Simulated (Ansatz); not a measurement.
**GePd: a short molecular-dynamics run**

A trajectory of GePd, a randomly packed cell with 8 atoms that was not relaxed first: 40 steps of 1.5 fs under a Nosé-Hoover thermostat at 300 K.

Program: Ansatz 0.2.0. Level of theory: DFT LDA+U, plane waves, PAW, scalar-relativistic, collinear spin. These are calculated values, not measurements.

### 1 Starting point

The cell holds 8 atoms (Ge4Pd4): a = 5.450 Å, b = 5.876 Å, c = 4.581 Å, α = 99.80°, β = 103.84°, γ = 89.89°.

Structure file:

```
CELL_PARAMETERS angstrom
5.42727 -0.17382 -0.46817
0.08902 5.74444 -1.23186
-0.70453 0.18324 4.52302
ATOMIC_POSITIONS crystal
Ge 0.59481 0.28937 0.27127
Ge 0.75241 0.11293 0.82500
Ge 0.34675 0.90631 0.88548
Ge 0.36185 0.71519 0.33713
Pd 0.46743 0.47128 0.77577
Pd 0.86676 0.82763 0.38207
Pd 0.95881 0.48439 0.72246
Pd 0.14117 0.18646 0.29810
```

### 2 The run

input.yaml reads:

```yaml
crystal:
  lattice:
    - [5.427269, -0.173819, -0.468171]
    - [0.089024, 5.744439, -1.231859]
    - [-0.704533, 0.183236, 4.52302]
  atoms:
    - { symbol: Ge, position: [0.594806, 0.289368, 0.271273], spin: 3.0 }
    - { symbol: Ge, position: [0.752415, 0.112926, 0.825002], spin: 2.0 }
    - { symbol: Ge, position: [0.346754, 0.906308, 0.885482], spin: 1.0 }
    - { symbol: Ge, position: [0.361849, 0.715186, 0.337129], spin: 1.0 }
    - { symbol: Pd, position: [0.467428, 0.471276, 0.775772], spin: 1.0 }
    - { symbol: Pd, position: [0.866763, 0.827629, 0.382068], spin: 2.0 }
    - { symbol: Pd, position: [0.958812, 0.484389, 0.722461], spin: 3.0 }
    - { symbol: Pd, position: [0.141167, 0.186464, 0.298102], spin: 3.0 }
kpoints:
  mp_grid: { grid: [3, 3, 3] }
magnetization:
  spin_polarized: true
scf:
  occupations: { method: fermi_dirac, width: 0.05 }
hamiltonian:
  pseudopotentials: { kind: paw }
  xc: lda
  hubbard: { sites: [{ species: Pd, l: d, u_eff: 3.0 }], double_counting: fll }
basis:
  ecutwfc: 420
  ecutrho_ratio: 8
md:
  timestep: 1.5
  n_steps: 40
  ensemble: nvt_nose_hoover
  temperature: 300.0
  initial_velocities: maxwell_boltzmann
  seed: 307481
```

Command:

```
$ ansatz run input.yaml --threads 2 --pin off --max-ram 2560MiB --backend cpu --events-out ev --progress --plain --runs-dir out
```

**Question.** What will these runs give? Wanted: temperature, first and last step; temperature, second half; potential energy, second half; largest change of the conserved energy; mean square displacement, second half.

**Answer**, as computed:

| quantity | value |
| --- | --- |
| length | 40 steps of 1.5 fs |
| temperature, first and last step | 300 and 473 K |
| temperature, second half | mean 502 K, from 473 to 518 K |
| potential energy, second half | -26 meV/atom from the start |
| largest change of the conserved energy | 0.02 meV/atom |
| mean square displacement, second half | Ge 0.025, Pd 0.016 Å² |

**Reading.** Against a set 300 K the second half averages 502 K with a spread of 14 K (in equilibrium 8 atoms would scatter by about 93 K, over a far longer run); the potential energy of that half lies 26 meV/atom under the start, so the atoms have moved to lower-lying arrangements, and the energy set free heats the cell. The conserved energy strays from its start by at most 0.02 meV/atom, under 0.1 % of the mean kinetic energy, which is good for a step of 1.5 fs. Over the second half Ge atoms stand 0.2 Å (root mean square) from where they began, and the farthest move is 0.3 Å. Settings off the usual here: hamiltonian.hubbard, magnetization, basis.ecutrho_ratio. 60 fs on 8 atoms is far too short and small for converged averages. The k-mesh is coarse.
